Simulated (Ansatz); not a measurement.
# AlZn3: the cost of one run

Program: Ansatz 0.2.0. Level of theory: DFT PBE, scalar-relativistic, plane waves, PAW, unless a step names another level. These are calculated values, not measurements.

2 further runs of the same task are left out: 1 that didn't finish, 1 set aside as unsound or not needed.

### 1 The structure to begin with

Symmetry: Pm-3n, No. 223, cubic system. Conventional cell: a = 5.040 Å, b = 5.040 Å, c = 5.040 Å, α = 90.00°, β = 90.00°, γ = 90.00°. Al (site symmetry m-3) is surrounded by 12 Zn at 2.82 Å. Zn (site symmetry -4m2) has 2 Zn at 2.52 Å and 4 Al at 2.82 Å as nearest neighbours.

Structure file:

```cif
data_structure
_symmetry_space_group_name_H-M 'P 1'
_symmetry_Int_Tables_number 1
_cell_length_a 5.0403
_cell_length_b 5.0403
_cell_length_c 5.0403
_cell_angle_alpha 90.000
_cell_angle_beta 90.000
_cell_angle_gamma 90.000
_cell_volume 128.04
loop_
_atom_site_label
_atom_site_type_symbol
_atom_site_fract_x
_atom_site_fract_y
_atom_site_fract_z
_atom_site_occupancy
Al1 Al 0.00000 0.00000 0.00000 1
Al2 Al 0.50000 0.50000 0.50000 1
Zn1 Zn 0.25000 0.00000 0.50000 1
Zn2 Zn 0.50000 0.75000 0.00000 1
Zn3 Zn 0.75000 0.00000 0.50000 1
Zn4 Zn 0.50000 0.25000 0.00000 1
Zn5 Zn 0.00000 0.50000 0.75000 1
Zn6 Zn 0.00000 0.50000 0.25000 1
```

It is the end of an earlier relaxation with the same method, from a database cell with other species swapped in; it needn't be the stable form of this composition. At a tolerance of 0.05 Å it has space group Pm-3n (No. 223); it has 16.01 Å³/atom, an uncorrected energy of +0.07 eV/atom over the elements.

### 2 Electronic structure at the relaxed geometry

The input, input.yaml:

```yaml
crystal:
  lattice:
    - [5.0402626089, 0.0, 0.0]
    - [0.0, 5.0402626089, 0.0]
    - [0.0, 0.0, 5.0402626089]
  atoms:
    - { symbol: Al, position: [0.0, 0.0, 0.0] }
    - { symbol: Al, position: [0.5, 0.5, 0.5] }
    - { symbol: Zn, position: [0.25, 0.0, 0.5] }
    - { symbol: Zn, position: [0.5, 0.75, 0.0] }
    - { symbol: Zn, position: [0.75, 0.0, 0.5] }
    - { symbol: Zn, position: [0.5, 0.25, 0.0] }
    - { symbol: Zn, position: [0.0, 0.5, 0.75] }
    - { symbol: Zn, position: [0.0, 0.5, 0.25] }
basis:
  ecutwfc: 420
kpoints:
  mp_grid: { grid: [8, 8, 8] }
  band_path:
    path:
      - [[0.0, 0.0, 0.0], [0.0, 0.5, 0.0], [0.5, 0.5, 0.0], [0.0, 0.0, 0.0], [0.5, 0.5, 0.5], [0.0, 0.5, 0.0]]
      - [[0.5, 0.5, 0.5], [0.5, 0.5, 0.0]]
    npoints: 14
hamiltonian:
  xc: pbe
scf:
  occupations: { method: gaussian, width: 0.1 }
  n_extra_bands: 20
output:
  forces: true
  stress: true
  eigenvalues: true
  populations: true
  dos: { projected: true, de: 0.02, nscf_kmesh: { grid: [10, 10, 10] } }
  bader: true
  write_density: true
  write_potential: true
  elf: true
  volumetric_format: npy
```

Command:

```bash
$ ansatz run input.yaml --threads 1 --pin off --max-ram 2048MiB --backend cpu --events-out ev --progress --plain --runs-dir out
```

**Question.** How long does this run take on 1 thread of Arm Neoverse V2, shared host, and how much memory does it need?

About 88 s, with a peak of 0.6 GiB.
